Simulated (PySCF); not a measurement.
**ZrCl₃: doublet, from a PBE minimum start**

The task is one start of a wider search on ZrCl₃: the doublet, from a PBE minimum start. It is relaxed, tested by its Hessian and followed downhill if it is a saddle.

Method: PBE, basis Zr def2-SVP with ECP28, Cl def2-SVP, scalar-relativistic core potentials, no spin–orbit coupling, density fitting; program: PySCF 2.14.0.

### Step 1. Where the work starts

4 atoms, charge 0, spin multiplicity 2.

Bond lengths: Zr1–Cl2 2.340 Å, Zr1–Cl3 2.340 Å, Zr1–Cl4 2.340 Å. Angles: Cl2–Zr1–Cl3 120.1°, Cl2–Zr1–Cl4 120.1°, Cl3–Zr1–Cl4 119.9°.

Coordinates in bohr (charge 0 multiplicity 2):
```
Zr    0.0000    0.0000    0.0060
Cl    0.0000    0.0000    4.4282
Cl    3.8275    0.0000   -2.2083
Cl   -3.8275    0.0000   -2.2083
```

### Step 2. Finding the electronic state

The steps below are one call of a driver around PySCF. For each, scf.py gives the equivalent set-up of the SCF; relaxations use the driver's own optimiser. After this first run the driver tries any further starts and a stability analysis.

The input, scf.py:

```python
from pyscf import gto, scf, dft
mol = gto.M(atom='''
Zr     0.000000     0.000000     0.003157
Cl     0.000000     0.000000     2.343279
Cl     2.025444    -0.000000    -1.168601
Cl    -2.025444     0.000000    -1.168601''',
    basis={'Zr': 'def2-SVP', 'Cl': 'def2-SVP'},
    ecp={'Zr': 'def2-SVP'},
    charge=0, spin=1)
mf = dft.UKS(mol, xc='PBE')
mf.grids.atom_grid = (50, 194)
aux = {'Zr': 'def2-universal-JKFIT', 'Cl': 'def2-universal-JKFIT'}
mf = mf.density_fit(auxbasis=aux)
mf.conv_tol = 1e-08
mf.diis_space = 10
mf.max_cycle = 60
mf.init_guess = 'minao'
mf.verbose = 4
mf.kernel()
```

Launch:

```
OMP_NUM_THREADS=2 python axn.py task.json out
```

The program printed:

```text
init E= -1420.95118593725
[... the frontier-level lines of each cycle are left out ...]
cycle= 1 E= -1425.10962069304  delta_E= -4.16  |g|= 1.82  |ddm|= 3.27
cycle= 2 E= -1423.56117440206  delta_E= 1.55  |g|= 2.27  |ddm|=  6.5
cycle= 3 E= -1426.81638893146  delta_E= -3.26  |g|= 0.272  |ddm|= 5.83
cycle= 4 E= -1426.86414706323  delta_E= -0.0478  |g|= 0.137  |ddm|= 0.776
cycle= 5 E= -1426.87635866352  delta_E= -0.0122  |g|= 0.0207  |ddm|= 0.171
cycle= 6 E= -1426.87661507502  delta_E= -0.000256  |g|= 0.00529  |ddm|= 0.0278
cycle= 7 E= -1426.87663167779  delta_E= -1.66e-05  |g|= 0.00182  |ddm|= 0.0077
cycle= 8 E= -1426.87663342401  delta_E= -1.75e-06  |g|= 0.000898  |ddm|= 0.00327
cycle= 9 E= -1426.87663397943  delta_E= -5.55e-07  |g|= 3.44e-05  |ddm|= 0.0012
cycle= 10 E= -1426.87663398154  delta_E= -2.11e-09  |g|= 7.17e-06  |ddm|= 0.000126
Extra cycle  E= -1426.87663398151  delta_E= 2.3e-11  |g|= 1.15e-05  |ddm|= 2.81e-05
converged SCF energy = -1426.87663398151  <S^2> = 0.75299986  2S+1 = 2.0029976
```

This step, with its further starts and checks, took 15 s on 2 threads of Intel Xeon 6975P-C (Granite Rapids), shared host.

The starts that the driver tried:

```csv
start,energy (Eh)
the minimal-basis guess,-1426.876634
a thermally smeared density,-1426.876634
a smeared PBE density,-1426.876634
```

No lower solution of this spin turned up from the other starts or in the test of internal stability.

### Step 3. Relaxation: PBE minimum start, doublet

The program finds D3h symmetry in the start, which this walk keeps. Threshold on the gradient: 0.0003 Eh/bohr, with a further test on the energy change.

Changes to scf.py since step 2:

```diff
@@ -3,4 +3,4 @@
-Zr     0.000000     0.000000     0.003157
-Cl     0.000000     0.000000     2.343279
-Cl     2.025444    -0.000000    -1.168601
-Cl    -2.025444     0.000000    -1.168601''',
+Zr     0.000000     0.000000    -0.000000
+Cl     0.000000     0.000000     2.340017
+Cl     2.026514     0.000000    -1.170009
+Cl    -2.026514     0.000000    -1.170009''',
@@ -17 +16,0 @@
-mf.init_guess = 'minao'
```

Energy and gradient, step by step:

```csv
step,energy (Eh),change (kJ/mol),largest symmetric gradient (Eh/bohr)
0,-1426.876636,0.00,0.00012
```

The walk took 1.7 s.

Positions (Å) and forces (eV/Å) along the way:

```
step 0
Zr   0.000   0.000   0.000   0.000   0.000  -0.022
Cl   0.000   0.000   2.340   0.000   0.000  -0.007
Cl   2.027   0.000  -1.170   0.002   0.000   0.014
Cl  -2.027   0.000  -1.170  -0.002   0.000   0.014
```

End point (D3h, 0 steps, 0.0 kJ/mol gained): Zr–Cl 2.340 Å (×3); Cl–Zr–Cl 120.0° (×3).

### Step 4. Frequencies

The point is checked on the finer grid, and tightened if its gradient asks for it. The Hessian and the dipole derivatives come from central differences of analytic gradients, with steps of 0.02 bohr.

Changes to scf.py since step 3:

```diff
@@ -3,2 +3,2 @@
-Zr     0.000000     0.000000    -0.000000
-Cl     0.000000     0.000000     2.340017
+Zr    -0.000000     0.000000     0.000000
+Cl    -0.000000     0.000000     2.340017
@@ -11 +11 @@
-mf.grids.atom_grid = (50, 194)
+mf.grids.atom_grid = (75, 302)
@@ -14 +14 @@
-mf.conv_tol = 1e-08
+mf.conv_tol = 1e-10
```

This SCF starts from the last density.

SCF at the final geometry:

```text
init E= -1426.87685417791
[... the frontier-level lines of each cycle are left out ...]
cycle= 1 E= -1426.87685417791  delta_E= 1.36e-12  |g|= 6.23e-07  |ddm|= 1.22e-06
Extra cycle  E= -1426.87685417791  delta_E= 1.14e-12  |g|= 9.57e-07  |ddm|= 1.91e-06
converged SCF energy = -1426.87685417791  <S^2> = 0.75299847  2S+1 = 2.0029962
```

The whole step took 23 s.

Geometry: D3h; Zr–Cl 2.340 Å (×3); Cl–Zr–Cl 120.0° (×3).

Harmonic modes (main isotopes):

```
symmetry  ω (cm⁻¹)  IR (km/mol)     type
    a2''        58          5.0     bend
      e'        88          2.4     bend
     a1'       356          0.0  stretch
      e'       424          183  stretch
```

Every mode is real; the point is a minimum.

Properties at this point:

| Item | Value |
| --- | --- |
| Dipole moment | 0.00 D |
| Highest occupied level | -4.99 eV |
| Lowest empty level | -3.55 eV |
| Rotational constants | 0.05869, 0.05869, 0.02935 cm⁻¹ |
| Zero-point energy | 8.6 kJ/mol |
| Principal polarisabilities | 63.0, 77.6, 77.6 bohr³ |
| Atomisation energy without zero-point energy | 1576 kJ/mol |
| Principal traceless quadrupole moments about the centre of mass | -2.32, -2.32, 4.64 D Å |
| Entropy at 298.15 K and 1 bar (electronic part: spin only) | 349.6 J/(mol K) |
| Heat capacity Cp at 298.15 K | 76.3 J/(mol K) |
| Enthalpy at 298.15 K above 0 K | 18.48 kJ/mol |
| Rotational symmetry number | 6 |
| Spin squared ⟨S²⟩ | 0.753 |

Populations by atom (charges in e):

```csv
atom,Mulliken,Löwdin,polar tensor,spin (Mulliken),Mayer order to Zr1
Zr1,0.55,-0.50,1.47,1.09,–
"Cl2,3,4",-0.18,0.17,-0.49,-0.03,1.35
```

Outer orbital energies (eV). α occupied: -9.46, -8.69, -8.69, -8.49, -8.49, -8.43, -8.17, -4.99; empty: -3.55, -3.55, -2.33, -2.33. β occupied: -9.43, -9.43, -8.66, -8.66, -8.50, -8.50, -8.43, -8.18; empty: -3.40, -3.13, -3.13, -2.15.

Mulliken populations on Zr1 (outside its core potential): s 2.55, p 6.39, d 2.44, f 0.07.

### Step 5. What came out

| quantity | value |
| --- | --- |
| minimum | doublet, D3h |
| geometry | Zr–Cl 2.340 Å (×3); Cl–Zr–Cl 120.0° (×3) |
| wavenumbers (cm⁻¹) | 58 (a2''), 88 (e'), 356 (a1'), 424 (e') |
| dipole moment | 0.00 D |
| highest occupied, lowest empty level (either spin) | -4.99, -3.55 eV |
| polar-tensor charge of Zr1 | +1.47 e |
| zero-point energy | 8.6 kJ/mol |
| entropy at 298.15 K | 349.6 J/(mol K) |
| atomisation energy (no zero-point energy) | 1576 kJ/mol |
| ⟨S²⟩ | 0.753 |

What this shows: The PBE minimum start keeps its D3h symmetry and ends in a minimum. In the infrared the band at 424 cm⁻¹ (e', stretch) leads. The dipole vanishes although Zr1 carries +1.5 e by the polar tensor: the bond dipoles cancel. Most of the spin sits on Zr1 (Mulliken spin 1.09, against 1 for the whole molecule). Only this shape and spin were tried, so other structures or states may lie lower. One determinant may miss the lowest occupation of an open d or f shell.

The search up to here took 40 s.
